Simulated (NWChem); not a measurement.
# H2Te (hydrogen telluride) at 6 levels

Aim: a comparison of 6 runs (B2PLYP/def2-TZVPPD, BHLYP/def2-TZVPPD, BLYP/def2-TZVPPD, SVWN5/def2-TZVPPD, revPBE/def2-TZVPPD, CCSD(T)/def2-TZVPPD) of H2Te (hydrogen telluride). 

The calculation is run with NWChem 7.3.0.

### 1 The structure to begin with

H2Te: 3 atoms, total charge 0, spin state singlet. SMILES: `[TeH2]`. The Te1–H2 distance was set to 2.484 Å, away from the relaxed value. At this shape a bond of the SMILES string is far longer than usual.

Bond lengths: Te1–H3 1.656 Å.

### 2 A single-point energy at B2PLYP/def2-TZVPPD (core potential) (run 1)

Contents of h2te.nw:

```
start h2te
title "H2Te B2PLYP"
memory stack 880 mb heap 220 mb global 1100 mb
geometry noautosym nocenter noautoz
  Te     0.742645    -1.275574     0.255450
  H      0.251700     1.159200     0.266100
  H     -0.677955    -1.571674    -0.541850
end
basis spherical bse
  Te library def2-TZVPPD
  H library def2-TZVPPD
end
ecp bse
  Te library def2-TZVPPD
end
dft
  xc hfexch 0.53 becke88 0.47 lyp 0.73 mp2 0.27
  dftmp2 semidirect
  grid fine
  convergence energy 1e-08
  iterations 100
  mulliken
  print low
end
mp2
  freeze core 4
end
task dft
```

The run is started by

```console
$ nwchem h2te.nw > h2te.out
```

What it wrote:

```text
[...]
 d= 0,ls=0.0,diis     1   -268.7745262773 -2.82D+02  6.00D-03  9.55D-02     1.4
[...]
 d= 0,ls=0.0,diis     9   -268.7987696643 -2.53D-09  6.34D-07  1.63D-09     9.9
         Total DFT energy =     -268.798769664314
      One electron energy =     -493.668303919158
           Coulomb energy =      232.924970258718
    Exchange-Corr. energy =      -21.015762192832
 Nuclear repulsion energy =       12.960326188958
[...]
      Total Density - Mulliken Population Analysis
     ---------------------------------------------
    Atom       Charge   Shell Charges
 -----------   ------   -------------------------------------------------------
    1 Te  24    23.91   0.29 -0.85  1.60  0.97  1.16  0.75  0.01 -0.51  6.46  1.09  2.09  0.77  0.02  9.05  0.93  0.07 -0.00  0.00  0.01
    2 H    1     1.05   0.15  0.43  0.44  0.00  0.01  0.01  0.00
    3 H    1     1.05   0.22  0.54  0.23  0.00  0.03  0.02  0.00
[...]
  Basis functions       =     93
[...]
```

It took 13 s on 1 thread of Intel Xeon 6975P-C (Granite Rapids), shared host; peak memory 0.22 GiB.

### 3 A single-point energy at BHLYP/def2-TZVPPD (core potential) (run 2)

Contents of test.nw:

```
start test
memory 2200 mb
geometry units au noautosym nocenter noautoz
   Te     1.40339566    -2.41048551     0.48273054
   H      0.47564407     2.19057052     0.50285612
   H     -1.28114927    -2.97003342    -1.02394810
end
basis spherical bse
   * library def2-TZVPPD
end
ecp bse
   Te library def2-TZVPPD
end
dft
   xc bhlyp
   grid fine
   convergence energy 1e-08
   maxiter 100
   mulliken
end
task dft energy
```

The run is started by

```console
$ nwchem test.nw > test.out
```

What it wrote:

```text
[...]
          Wavefunction type:  closed shell.
          No. of atoms     :     3
          No. of electrons :    26
[...]
          Charge           :     0
          Spin multiplicity:     1
[...]
          AO basis - number of functions:    93
[...]
              XC Information
              --------------
                        BHLYP Method XC Functional
                     Hartree-Fock (Exact) Exchange  0.500
                        Slater Exchange Functional  0.500 local
                    Becke 1988 Exchange Functional  0.500 non-local
              Lee-Yang-Parr Correlation Functional  1.000
[...]
 d= 0,ls=0.0,diis     1   -269.0438511255 -2.82D+02  6.38D-03  9.87D-02     1.5
[...]
 d= 0,ls=0.0,diis     9   -269.0682012790 -3.54D-09  6.38D-07  1.55D-09     9.2
         Total DFT energy =     -269.068201278997
      One electron energy =     -493.770223500126
           Coulomb energy =      233.031168262106
    Exchange-Corr. energy =      -21.289471305764
 Nuclear repulsion energy =       12.960325264787
[...]
      Total Density - Mulliken Population Analysis
     ---------------------------------------------
    Atom       Charge   Shell Charges
 -----------   ------   -------------------------------------------------------
    1 Te  24    23.91   0.29 -0.85  1.60  0.97  1.17  0.75  0.01 -0.51  6.46  1.10  2.09  0.76  0.01  9.05  0.94  0.06 -0.00  0.00  0.01
    2 H    1     1.04   0.15  0.43  0.44  0.00  0.01  0.01  0.00
    3 H    1     1.05   0.22  0.54  0.23  0.00  0.03  0.02  0.00
[...]
```

It took 9.9 s on 1 thread of Intel Xeon 6975P-C (Granite Rapids), shared host; peak memory 0.11 GiB.

Runs 3 to 5 aren't shown in full; the table further down has their settings and results.

### 4 A single-point energy at CCSD(T)/def2-TZVPPD (core potential) (run 6)

Contents of m1.nw:

```
START m1
TITLE "H2Te ccsd(t)"
memory 2200 mb
GEOMETRY units angstroms noautosym nocenter noautoz
   Te       0.742645      -1.275574       0.255450
   H        0.251700       1.159200       0.266100
   H       -0.677955      -1.571674      -0.541850
END
BASIS "ao basis" spherical bse
   * library def2-TZVPPD
END
ECP bse
   Te library def2-TZVPPD
END
SCF
   singlet
   rhf
   thresh 1e-08
   maxiter 80
   noprint "final vectors analysis"
END
CCSD
   freeze core 4
   maxiter 60
END
TASK ccsd(t) energy
```

The run is started by

```console
$ nwchem m1.nw > m1.out
```

What it wrote:

```text
[...]
  functions       =    93
[...]
  wavefunction    = RHF
[...]
         Total SCF energy =   -268.062555132722
      One-electron energy =   -493.389012983030
      Two-electron energy =    212.366131661350
 Nuclear repulsion energy =     12.960326188958
        Time for solution =      9.6s
[...]
 Total MP2 energy:           -268.547121989106415
[...]
             energy      energy      error      ampl     ampl      Block
                                                time     time      time
[...]
 Total CCSD energy:           -268.545832721841919
[...]
 Total CCSD+T(CCSD) energy:           -268.561102184282106
[...]
 Total CCSD(T) energy:                -268.560207042286208
[...]
```

Run time: 1.8 min. Hardware: 1 thread of Intel Xeon 6975P-C (Granite Rapids), shared host; peak memory 0.24 GiB.

### 5 All runs side by side

| run | level | frozen core orbitals | integration grid | energy (Eh) | wall time |
| --- | --- | --- | --- | --- | --- |
| 1 | B2PLYP/def2-TZVPPD (core potential) | 4 | fine | -268.953483 | 13 s |
| 2 | BHLYP/def2-TZVPPD (core potential) | – | fine | -269.068201 | 9.9 s |
| 3 | BLYP/def2-TZVPPD (core potential) | – | fine | -269.090146 | 12 s |
| 4 | SVWN5/def2-TZVPPD (core potential) | – | fine | -268.733579 | 9 s |
| 5 | revPBE/def2-TZVPPD (core potential) | – | fine | -269.189324 | 13 s |
| 6 | CCSD(T)/def2-TZVPPD (core potential) | 4 | – | -268.560207 | 1.8 min |

### 6 Outcome

| quantity | value |
| --- | --- |
| run 6: total energy | -268.56021 Eh |
| run 6: correlation energy (4 core orbitals frozen) | -497.7 mEh |
| run 6: (T) correction | -14.37 mEh |

**Reading.** Over runs 2, 3, 4, 5 the dipole moment (its size) runs from 0.31 D (SVWN5/def2-TZVPPD) to 0.70 D (BHLYP/def2-TZVPPD). Over runs 2, 3, 4, 5 the HOMO–LUMO gap runs from 1.23 eV (BLYP/def2-TZVPPD) to 4.87 eV (BHLYP/def2-TZVPPD). Totals of different functionals can't be ranked against each other. All runs together took 2.7 min, the longest 1.8 min.
